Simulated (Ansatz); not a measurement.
# C₂H₆SSi: vertical ionisation energy

One table from this session's results is given with a row withheld; the runs are named, their logs left out.

Program: Ansatz 0.2.0, Gaussian basis. Level of theory: unrestricted cation, the program's frozen cores in correlated methods. These are calculated values, not measurements.

The runs, in order: UKS PBE-D4/def2-TZVPP; UKS r2SCAN-D4/def2-TZVPP; UKS PBE0-D4/def2-TZVPP; UKS B3LYP-D4/def2-TZVPP; UKS wB97X-V/def2-TZVPP; UKS wB97M-V/def2-TZVPP; UKS B2PLYP/def2-TZVPP; UHF-CCSD(T)/def2-TZVPP; UHF-MP2/def2-QZVPP; extrapolation to the limit; then −ε(HOMO) from the neutral's earlier runs with LDA (SPW92), PBE-D4, revPBE-D4, BLYP-D4, r2SCAN-D4, B97M-V, PBE0-D4, B3LYP-D4, r2SCANh-D4, r2SCAN0-D4, HSE06-D4, BHLYP-D4, CAM-B3LYP-D4, LC-ωPBE, ωB97X-V, ωB97M-V.

## The geometry

All runs share one geometry, relaxed beforehand with PBE0-D4 in a triple-zeta def2 set.

10 atoms, charge 0, spin multiplicity 1.

Atoms are counted from 1 here; the program's logs count them from 0.

Bond lengths: C1–C2 1.525 Å, C1–H5 1.093 Å, C1–H6 1.093 Å, C1–H7 1.093 Å, C2–Si3 1.909 Å, C2–H8 1.098 Å, C2–H9 1.098 Å, Si3–S4 2.136 Å, S4–H10 1.348 Å. Angles: C2–C1–H5 111.8°, C2–C1–H6 111.4°, C2–C1–H7 111.4°, H5–C1–H6 107.4°, H5–C1–H7 107.5°, H6–C1–H7 107.0°, C1–C2–Si3 113.6°, C1–C2–H8 110.9°, C1–C2–H9 110.9°, Si3–C2–H8 107.5°, Si3–C2–H9 107.8°, H8–C2–H9 105.7°, C2–Si3–S4 99.6°, Si3–S4–H10 100.8°.

Set-up of the first run:

in.yaml reads:

```yaml
crystal:
  periodic: [false, false, false]
  atoms:
    - {symbol: C, position_ang: [0.504179, 1.430569, 0.056699]}
    - {symbol: C, position_ang: [-0.155016, 0.059626, -0.045087]}
    - {symbol: Si, position_ang: [1.014937, -1.386412, 0.384528]}
    - {symbol: S, position_ang: [-0.317411, -3.027579, 0.079376]}
    - {symbol: H, position_ang: [-0.193374, 2.235483, -0.188755]}
    - {symbol: H, position_ang: [1.355681, 1.515884, -0.623593]}
    - {symbol: H, position_ang: [0.880626, 1.619150, 1.065611]}
    - {symbol: H, position_ang: [-1.022855, -0.008017, 0.624187]}
    - {symbol: H, position_ang: [-0.546071, -0.113304, -1.056134]}
    - {symbol: H, position_ang: [-1.437598, -2.376501, -0.293831]}
basis:
  gaussian: {orbitals: def2-TZVPP}
total_charge: 1
magnetization: {spin_polarized: true, initial_magnetization: 1}
hamiltonian: {xc: pbe, dispersion: d4}
```

Run with:

```sh
$ ansatz run in.yaml --threads 2 --pin off --events-out ev --progress --plain --max-ram 32768MiB --backend cpu
```

Steps of the session up to this table: Cation, UKS PBE-D4/def2-TZVPP; Cation, UKS r2SCAN-D4/def2-TZVPP; Cation, UKS PBE0-D4/def2-TZVPP; Cation, UKS B3LYP-D4/def2-TZVPP; Cation, UKS wB97X-V/def2-TZVPP; Cation, UKS wB97M-V/def2-TZVPP; Cation, UKS B2PLYP (frozen core)/def2-TZVPP; Cation, UHF-CCSD(T)/def2-TZVPP; Cation, UHF-MP2/def2-QZVPP.

One of the session's tables, all rows but one given; the rest of the session is left out.

For comparison, −ε(HOMO) of the neutral from earlier runs:

| functional | −ε(HOMO) (eV) |
| --- | --- |
| LDA (SPW92) | 5.55 |
| PBE-D4 | 5.45 |
| revPBE-D4 | 5.41 |
| BLYP-D4 | 5.32 |
| r2SCAN-D4 | 5.64 |
| B97M-V | 5.71 |
| PBE0-D4 | 6.49 |
| B3LYP-D4 | 6.32 |
| r2SCANh-D4 | 6.03 |
| r2SCAN0-D4 | 6.61 |
| HSE06-D4 | 6.10 |
| BHLYP-D4 | 7.43 |
| CAM-B3LYP-D4 | ? |
| LC-ωPBE | 9.04 |
| ωB97X-V | 8.73 |
| ωB97M-V | 8.57 |

Q: Estimate the row for CAM-B3LYP-D4 from the others.

As computed: −ε(HOMO) (eV): 7.77. In the column «−ε(HOMO) (eV)» it lies between BHLYP-D4 (7.43) and ωB97M-V (8.57).
